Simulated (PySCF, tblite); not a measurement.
# C₄H₇BCl₂Si: geometry, infrared bands and NMR shifts

What infrared bands and NMR shifts should C₄H₇BCl₂Si (`CC#CC[SiH2]B(Cl)Cl`) show?

Programs: tblite 0.8.0 and PySCF 2.14.0, with density-fitted response routines of our own. Each step states its level of theory. These are calculated values for one molecule in the gas phase, unless marked as measured. Atoms are numbered from 0 throughout.

### 1 Starting geometry

15 atoms, charge 0, multiplicity 1; geometry from: force field or distance geometry start.

Bonds of the start (Å): C0–C1 1.46, C1–C2 1.21, C2–C3 1.46, C3–Si4 1.88, Si4–B5 1.93, B5–Cl6 1.84, B5–Cl7 1.85, C0–H8 1.11, C0–H9 1.12, C0–H10 1.12, C3–H11 1.11, C3–H12 1.10, Si4–H13 1.48, Si4–H14 1.46.

### 2 Optimising the geometry with GFN2-xTB

What the job is given:

```
{"job": {"kind": "relax", "xc": "GFN2-xTB", "basis": "xTB"}, "charge": 0, "multiplicity": 1}
C     -2.706500     0.958900     1.162900
C     -1.667100     0.555600     0.225700
C     -0.781900     0.208800    -0.522900
C      0.268800    -0.190100    -1.456300
Si     1.550100    -1.210700    -0.528800
B      2.456800    -0.118000     0.784300
Cl     1.519600     0.622100     2.185200
Cl     4.287000     0.152600     0.666900
H     -2.267900     1.146100     2.165000
H     -3.479300     0.156000     1.245000
H     -3.198200     1.888300     0.789900
H     -0.172400    -0.814200    -2.259800
H      0.745400     0.703400    -1.873700
H      2.543400    -1.711100    -1.505300
H      0.898000    -2.339600     0.130400
```

Launch:

```console
> OMP_NUM_THREADS=1 python probes_run.py task.json out
```

This one command runs all jobs of the session in turn.

**Question.** This job is followed by: GFN2-xTB harmonic vibrations, gas phase; GIAO PBE0/pcSseg-1 NMR shielding, non-relativistic, gas phase. Predict these results of the whole session: strongest single infrared mode (GFN2-xTB); zero-point energy (GFN2-xTB); ¹³C shifts against TMS (PBE0/pcSseg-1); ¹H shifts against TMS (PBE0/pcSseg-1, means over atoms taken as alike); ²⁹Si shifts against TMS (PBE0/pcSseg-1); ¹¹B shifts against BF3·OEt2 (PBE0/pcSseg-1); ³⁵Cl shifts against HCl (PBE0/pcSseg-1, means over atoms taken as alike); surface potential, 1st and 99th percentile.

As calculated:

| quantity | value |
| --- | --- |
| strongest single infrared mode (GFN2-xTB) | 2211 cm⁻¹, 423 km/mol |
| zero-point energy (GFN2-xTB) | 59.8 kcal/mol |
| ¹³C shifts against TMS (PBE0/pcSseg-1) | 84.6, 82.1, 5.1, 1.3 ppm |
| ¹H shifts against TMS (PBE0/pcSseg-1, means over atoms taken as alike) | 3.99, 1.99, 1.97 ppm |
| ²⁹Si shifts against TMS (PBE0/pcSseg-1) | -72.5 ppm |
| ¹¹B shifts against BF3·OEt2 (PBE0/pcSseg-1) | 73.7 ppm |
| ³⁵Cl shifts against HCl (PBE0/pcSseg-1, means over atoms taken as alike) | 407 ppm |
| surface potential, 1st and 99th percentile | -0.86 V and 1.18 V |

What this shows: The optimisation took 81 steps and gained 0.413 eV; among the close pairs (by a distance rule), B5–Cl7 changed most, from 1.854 to 1.724 Å. All 39 modes are real, so the xTB geometry is a minimum. The strongest single mode, at 2211 cm⁻¹, moves mainly H13 and H14. GFN2-xTB is a fitted tight-binding method: band positions and strengths are rough. Its intensities can rank the bands wrongly. At PBE0/pcSseg-1: The largest span, 737 ppm, is at Cl6, Cl7, where the paramagnetic term is -606 ppm. By nearest atom (PBE0/pcSseg-1), the HOMO sits on C1, C2 about 34 % each; C3 7 % and the LUMO on B5 56 %; Cl6, Cl7 about 12 % each.
